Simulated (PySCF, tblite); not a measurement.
# C6H14GeO: geometry, infrared bands and NMR shifts

Aim: predict the infrared bands and NMR shifts of C6H14GeO (`[GeH3][CH2][C@@H]1CCCCO1`).

Programs: tblite 0.8.0 and PySCF 2.14.0, with density-fitted response routines of our own. Each step states its level of theory. These are calculated values for one molecule in the gas phase, unless marked as measured. Atoms are numbered from 0 throughout.

## Step 1: Starting geometry

22 atoms, charge 0, multiplicity 1; geometry from: force field or distance geometry start.

Bonds of the start (Å): Ge0–C1 1.96, C1–C2 1.51, C2–C3 1.54, C3–C4 1.52, C4–C5 1.54, C5–C6 1.54, C6–O7 1.42, O7–C2 1.41, Ge0–H8 1.55, Ge0–H9 1.55, Ge0–H10 1.55, C1–H11 1.12, C1–H12 1.12, C2–H13 1.12, C3–H14 1.12, C3–H15 1.13, C4–H16 1.12, C4–H17 1.11, C5–H18 1.10, C5–H19 1.11, C6–H20 1.11, C6–H21 1.11.

## Step 2: Relaxing the molecule with GFN2-xTB

Job settings and geometry (Å):

```
{"job": {"kind": "relax", "xc": "GFN2-xTB", "basis": "xTB"}, "charge": 0, "multiplicity": 1}
Ge     3.208500     0.226600    -0.414400
C      1.686900    -0.101200     0.769900
C      0.372500     0.204600     0.087500
C     -0.804200     0.061700     1.071300
C     -2.134900     0.317400     0.378600
C     -2.233700    -0.512200    -0.912400
C     -0.961000    -0.319400    -1.755900
O      0.198700    -0.671700    -1.008000
H      4.528300    -0.079300     0.334000
H      3.081300    -0.684700    -1.656400
H      3.180600     1.712800    -0.858000
H      1.810600     0.535100     1.678400
H      1.712400    -1.168600     1.107700
H      0.413000     1.266300    -0.268200
H     -0.691000     0.781500     1.922200
H     -0.813100    -0.976000     1.509600
H     -2.208700     1.403000     0.121400
H     -2.978300     0.056900     1.047800
H     -3.120000    -0.193800    -1.488900
H     -2.336100    -1.585100    -0.642900
H     -0.895500     0.729100    -2.127300
H     -1.026700    -0.983400    -2.638600
```

Command:

```console
> OMP_NUM_THREADS=1 python probes_run.py task.json out
```

The driver reads the jobs from task.json and runs them one after another.

**Question.** This job is followed by: GFN2-xTB harmonic vibrations, gas phase; GIAO PBE0/pcSseg-1 NMR shielding, non-relativistic, gas phase. What will the session give for the following? strongest single infrared mode (GFN2-xTB); zero-point energy (GFN2-xTB); ¹³C shifts against TMS (PBE0/pcSseg-1); ¹H shifts against TMS (PBE0/pcSseg-1, means over atoms taken as alike); ⁷³Ge shifts against GeMe4 (PBE0/pcSseg-1); ¹⁷O shifts against H2O (PBE0/pcSseg-1).

**Answer**, as computed:

| quantity | value |
| --- | --- |
| strongest single infrared mode (GFN2-xTB) | 2113 cm⁻¹, 410 km/mol |
| zero-point energy (GFN2-xTB) | 115.0 kcal/mol |
| ¹³C shifts against TMS (PBE0/pcSseg-1) | 77.5, 71.7, 39.2, 29.7, 27.9, 23.3 ppm |
| ¹H shifts against TMS (PBE0/pcSseg-1, means over atoms taken as alike) | 4.11, 3.44, 3.44, 3.10, 1.85, 1.71, 1.50, 1.41, 1.38, 1.31, 1.25, 1.13 ppm |
| ⁷³Ge shifts against GeMe4 (PBE0/pcSseg-1) | -250 ppm |
| ¹⁷O shifts against H2O (PBE0/pcSseg-1) | 85.6 ppm |

**Reading.** The optimisation took 114 steps and gained 0.341 eV; among the close pairs (by a distance rule), Ge0–H9 changed most, from 1.546 to 1.487 Å. All 60 modes are real, so the xTB geometry is a minimum. The strongest single mode, at 2113 cm⁻¹, moves mainly H9. Unscaled tight-binding wavenumbers are off by several per cent, some by more. Its intensities can rank the bands wrongly. The most deshielded carbon is C2 (sp3 CH bonded to O), at 77.5 ppm: pulled downfield by the heteroatom. At PBE0/pcSseg-1: Shielding is most anisotropic at Ge0 (span 163 ppm, paramagnetic term -1172 ppm). Spin-orbit coupling is left out, which matters for shieldings and couplings at and beside the heavy atoms.
